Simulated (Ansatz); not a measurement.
# C₂H₆O₂Si: a ladder of functionals and wavefunction methods

Aim: compute C₂H₆O₂Si with functionals from several rungs and with coupled cluster. The yardstick is the atomisation energy at the CCSD(T) limit.

Computed with Ansatz 0.2.0, Gaussian basis. Level: functionals in def2-TZVPP, the program's frozen cores in correlated methods.

Plan: LDA (SPW92), PBE-D4, revPBE-D4, BLYP-D4, r2SCAN-D4, B97M-V, PBE0-D4, B3LYP-D4, r2SCANh-D4, r2SCAN0-D4, HSE06-D4, BHLYP-D4, CAM-B3LYP-D4, LC-ωPBE, ωB97X-V, ωB97M-V, B2PLYP, PBE-QIDH; CCSD(T)/def2-SVP; CCSD(T)/def2-TZVPP; MP2/def2-QZVPP; extrapolation to the limit; RPA on PBE.

**1. Structure used throughout**

The geometry comes from an earlier relaxation with PBE0-D4 in a triple-zeta def2 set; it is a stationary point, not always the lowest conformer.

SMILES `CO[Si]OC`, 11 atoms, charge 0, spin multiplicity 1.

Atoms are counted from 1 here; the program's logs count them from 0.

Bond lengths: C1–O2 1.407 Å, C1–H6 1.094 Å, C1–H7 1.092 Å, C1–H8 1.093 Å, O2–Si3 1.642 Å, Si3–O4 1.642 Å, O4–C5 1.407 Å, C5–H9 1.092 Å, C5–H10 1.094 Å, C5–H11 1.093 Å. Angles: O2–C1–H6 110.5°, O2–C1–H7 108.7°, O2–C1–H8 111.9°, H6–C1–H7 108.3°, H6–C1–H8 108.8°, H7–C1–H8 108.5°, C1–O2–Si3 139.2°, O2–Si3–O4 108.4°, Si3–O4–C5 139.2°, O4–C5–H9 108.7°, O4–C5–H10 110.5°, O4–C5–H11 111.9°, H9–C5–H10 108.3°, H9–C5–H11 108.5°, H10–C5–H11 108.8°.

**2. LDA**

This LDA is Slater exchange with PW92 correlation.

Input file in.yaml:

```yaml
crystal:
  periodic: [false, false, false]
  atoms:
    - {symbol: C, position_ang: [-1.295043, 0.877761, -0.610596]}
    - {symbol: O, position_ang: [-1.203744, 0.944249, 0.792088]}
    - {symbol: Si, position_ang: [-0.176699, 0.500355, 1.994339]}
    - {symbol: O, position_ang: [1.020644, -0.414345, 1.340882]}
    - {symbol: C, position_ang: [1.352881, -1.015439, 0.112627]}
    - {symbol: H, position_ang: [-1.763150, -0.060875, -0.920490]}
    - {symbol: H, position_ang: [-1.917940, 1.703878, -0.960160]}
    - {symbol: H, position_ang: [-0.314442, 0.957163, -1.087267]}
    - {symbol: H, position_ang: [1.988072, -1.882115, 0.307772]}
    - {symbol: H, position_ang: [1.909234, -0.316467, -0.518333]}
    - {symbol: H, position_ang: [0.465489, -1.351267, -0.430362]}
basis:
  gaussian: {orbitals: def2-TZVPP}
hamiltonian: {xc: lda}
output: {orbitals: {seedname: orbitals}}
```

The runs that follow: PBE-D4 (GGA); revPBE-D4 (GGA); BLYP-D4 (GGA); r2SCAN-D4 (meta-GGA); B97M-V (meta-GGA); PBE0-D4 (hybrid); B3LYP-D4 (hybrid); r2SCANh-D4 (hybrid); r2SCAN0-D4 (hybrid); HSE06-D4 (hybrid); BHLYP-D4 (hybrid); CAM-B3LYP-D4 (range-separated); LC-ωPBE-D4 (range-separated); ωB97X-V (range-separated); ωB97M-V (range-separated); B2PLYP (double hybrid); PBE-QIDH (double hybrid); CCSD(T) in def2-SVP; CCSD(T) in def2-TZVPP; MP2 in def2-QZVPP; RPA on PBE orbitals.

**Question.** What will the summary of the whole plan be? Wanted: atomisation energy, CCSD(T)/CBS; farthest beyond LDA; mean size of error, GGA; mean size of error, meta-GGA; mean size of error, hybrid; mean size of error, range-separated; mean size of error, double hybrid; gap, smallest and largest; T1 diagnostic.

As calculated:

| quantity | value |
| --- | --- |
| atomisation energy, CCSD(T)/CBS | 4280.4 kJ/mol |
| functionals within 21.4 kJ/mol (0.5 %) | BLYP-D4, r2SCAN-D4, B97M-V, PBE0-D4, B3LYP-D4, HSE06-D4, ωB97X-V, ωB97M-V |
| farthest beyond LDA | BHLYP-D4 (-148.1 kJ/mol) |
| mean size of error, GGA | 40.9 kJ/mol |
| mean size of error, meta-GGA | 4.6 kJ/mol |
| mean size of error, hybrid | 51.8 kJ/mol |
| mean size of error, range-separated | 18.9 kJ/mol |
| mean size of error, double hybrid | 50.3 kJ/mol |
| gap, smallest and largest | 4.09 eV (LDA (SPW92)), 10.84 eV (LC-ωPBE) |
| T1 diagnostic | 0.0140 |
| triples share of the correlation energy | 3.7 % |

In words: LDA overbinds by 640.2 kJ/mol (15 %). PBE-D4 misses by +79.6 kJ/mol. Double hybrids carry the basis error of their MP2 part in triple zeta, and no dispersion term here, so their miss is partly the set-up's. The rungs meta-GGA, range-separated miss on average by less than the doubt on the reference (21.4 kJ/mol), so they tie. The reference freezes the cores and leaves out relativity and excitations past (T), so misses under about 21.4 kJ/mol can't be ranked. Hartree-Fock recovers 72 % of the binding; the rest is correlation. CCSD(T) in def2-SVP is off by -264.3 kJ/mol, more than most functionals: a good method in a small basis is no reference. The gap grows from 4.1 to 10.8 eV across the functionals, mostly with the share of exact exchange.
